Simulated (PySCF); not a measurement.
# AlI: from the state search to spectroscopic constants

One table from this session's results is given with a row withheld; the runs are named, their logs left out.

Computed with PySCF 2.14.0. Level: Al def2-TZVPP, I def2-TZVPP with ECP28, scalar-relativistic core potentials.

The first run:

A driver script around PySCF takes these settings:

```
atoms                         : Al, I
charge                        : 0
basis                         : Al def2-TZVPP, I def2-TZVPP with ECP28
Hamiltonian                   : scalar-relativistic core potentials
basis functions               : 92
electrons treated             : 38
masses in u                   : 26.9815, 126.9045
levels                        : PBE0, PBE, r²SCAN, M06-2X, MN15, M06-L, revPBE, ωB97X, HF, MP2, SCS-MP2, CCSD, CCSD(T)
grid                          : 80 radial by 434 angular points
occupations                   : held fixed by the projection of orbital angular momentum
dissociation limit            : Al + I, each in its ground configuration
starting distance in angstrom : 2.505
values of 2S to try           : 0, 2
```

Started as:

```console
> OMP_NUM_THREADS=1 python dia.py task.json out
```

Among the steps run: Input; PBE0 along the bond; Higher solutions at PBE0; PBE (GGA); r²SCAN (meta-GGA); M06-2X (hybrid meta-GGA); MN15 (hybrid meta-GGA); M06-L (meta-GGA); revPBE (GGA); ωB97X (range-separated hybrid); RHF; MP2 and coupled cluster.

One of the session's tables, all rows but one given; the rest of the session is left out.

Energy (eV) from each level's lowest point:

| R (Å) | RHF | RHF-MP2 | RHF-SCS-MP2 | RHF-CCSD | RHF-CCSD(T) |
| --- | --- | --- | --- | --- | --- |
| 2.200 | 0.890 | 0.749 | 0.777 | n/a | n/a |
| 2.302 | 0.409 | 0.313 | 0.332 | 0.338 | 0.337 |
| 2.405 | 0.140 | 0.085 | 0.096 | 0.098 | 0.098 |
| 2.481 | 0.038 | 0.011 | 0.017 | 0.018 | 0.018 |
| 2.558 | 0.000 | 0.000 | 0.000 | 0.000 | 0.000 |
| 2.635 | ? | ? | ? | ? | ? |
| 2.737 | 0.078 | 0.134 | 0.123 | 0.122 | 0.123 |
| 2.865 | 0.223 | 0.315 | 0.297 | 0.295 | 0.297 |
| 3.018 | 0.448 | 0.579 | 0.553 | 0.551 | 0.555 |
| 3.223 | 0.786 | 0.965 | 0.929 | n/a | n/a |

Q: Estimate the row for R (Å) = 2.635 from the others.

Worked estimate for «RHF». A straight line through the neighbours (2.558, 0.000) and (2.737, 0.078) gives 0.000 + (0.078 − 0.000) × (2.635 − 2.558) / (2.737 − 2.558) = 0.034; a parabola fitted to 4 rows on both sides gives 0.014.

**Answer.** RHF: 0.010; RHF-MP2: 0.035; RHF-SCS-MP2: 0.030; RHF-CCSD: 0.029; RHF-CCSD(T): 0.030. In «RHF» the line misses by +0.024 and the parabola by +0.004.
